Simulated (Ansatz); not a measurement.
# BrGaH₄O₂Si: taking an electron away

One table from this session's results is given with a row withheld; the runs are named, their logs left out.

The runs use Ansatz 0.2.0, Gaussian basis; unrestricted cation, the program's frozen cores in correlated methods.

The runs, in order: UKS PBE-D4/def2-TZVPP; UKS r2SCAN-D4/def2-TZVPP; UKS PBE0-D4/def2-TZVPP; UKS B3LYP-D4/def2-TZVPP; UKS wB97X-V/def2-TZVPP; UKS wB97M-V/def2-TZVPP; UKS B2PLYP/def2-TZVPP; UHF-CCSD(T)/def2-TZVPP; UHF-MP2/def2-QZVPP; extrapolation to the limit; then −ε(HOMO) from the neutral's earlier runs with LDA (SPW92), PBE-D4, revPBE-D4, BLYP-D4, r2SCAN-D4, B97M-V, PBE0-D4, B3LYP-D4, r2SCANh-D4, r2SCAN0-D4, HSE06-D4, BHLYP-D4, CAM-B3LYP-D4, LC-ωPBE, ωB97X-V, ωB97M-V.

## The relaxed structure

An earlier PBE0-D4 in a triple-zeta def2 set relaxation fixed the geometry.

SMILES `[OH][Ga]([Br])[O][SiH3]`, 9 atoms, charge 0, spin multiplicity 1.

Atoms are counted from 1 here; the program's logs count them from 0.

Bond lengths: O1–Ga2 1.766 Å, O1–H6 0.961 Å, Ga2–Br3 2.256 Å, Ga2–O4 1.766 Å, O4–Si5 1.639 Å, Si5–H7 1.485 Å, Si5–H8 1.488 Å, Si5–H9 1.487 Å. Angles: Ga2–O1–H6 112.3°, O1–Ga2–Br3 120.1°, O1–Ga2–O4 118.7°, Br3–Ga2–O4 121.2°, Ga2–O4–Si5 138.4°, O4–Si5–H7 108.4°, O4–Si5–H8 111.2°, O4–Si5–H9 110.1°, H7–Si5–H8 109.2°, H7–Si5–H9 109.2°, H8–Si5–H9 108.7°.

Coordinates:

```xyz
9
BrGaH4O2Si
O     2.5521    1.4654    0.3548
Ga    1.4238    0.1092    0.2753
Br    2.1500   -1.9925    0.6561
O    -0.2687    0.4371   -0.1069
Si   -1.6676   -0.3960   -0.2930
H     2.1240    2.3070    0.1745
H    -2.4883    0.2916   -1.3222
H    -1.4065   -1.7947   -0.7285
H    -2.4187   -0.4271    0.9900
```

The first run:

Input file in.yaml:

```yaml
crystal:
  periodic: [false, false, false]
  atoms:
    - {symbol: O, position_ang: [2.552062, 1.465434, 0.354776]}
    - {symbol: Ga, position_ang: [1.423800, 0.109184, 0.275263]}
    - {symbol: Br, position_ang: [2.150021, -1.992547, 0.656057]}
    - {symbol: O, position_ang: [-0.268698, 0.437135, -0.106922]}
    - {symbol: Si, position_ang: [-1.667617, -0.395962, -0.293022]}
    - {symbol: H, position_ang: [2.123982, 2.306979, 0.174519]}
    - {symbol: H, position_ang: [-2.488346, 0.291559, -1.322191]}
    - {symbol: H, position_ang: [-1.406496, -1.794695, -0.728457]}
    - {symbol: H, position_ang: [-2.418708, -0.427097, 0.989987]}
basis:
  gaussian: {orbitals: def2-TZVPP}
total_charge: 1
magnetization: {spin_polarized: true, initial_magnetization: 1}
hamiltonian: {xc: pbe, dispersion: d4}
```

The run is started by

```sh
$ ansatz run in.yaml --threads 2 --pin off --events-out ev --progress --plain --max-ram 20480MiB --backend cpu
```

Among the steps run: Cation, UKS PBE-D4/def2-TZVPP; Cation, UKS r2SCAN-D4/def2-TZVPP; Cation, UKS PBE0-D4/def2-TZVPP; Cation, UKS B3LYP-D4/def2-TZVPP; Cation, UKS wB97X-V/def2-TZVPP; Cation, UKS wB97M-V/def2-TZVPP; Cation, UKS B2PLYP (frozen core)/def2-TZVPP; Cation, UHF-CCSD(T)/def2-TZVPP; Cation, UHF-MP2/def2-QZVPP.

One table of the session follows, with a row left open; its other results are not shown here.

It belongs to the step «Ionisation energies side by side». For comparison, −ε(HOMO) of the neutral from earlier runs:

```
  functional  −ε(HOMO) (eV)
 LDA (SPW92)           7.51
      PBE-D4           7.38
   revPBE-D4           7.33
     BLYP-D4           7.27
   r2SCAN-D4           7.75
      B97M-V           7.83
     PBE0-D4           8.79
    B3LYP-D4           8.53
  r2SCANh-D4           8.27
  r2SCAN0-D4           9.03
    HSE06-D4           8.39
    BHLYP-D4           9.98
CAM-B3LYP-D4          10.15
     LC-ωPBE          11.55
     ωB97X-V          11.19
     ωB97M-V              ?
```

**Question.** Estimate the row for ωB97M-V.

The run gave: −ε(HOMO) (eV): 11.06. In the column «−ε(HOMO) (eV)» it lies between CAM-B3LYP-D4 (10.15) and ωB97X-V (11.19).
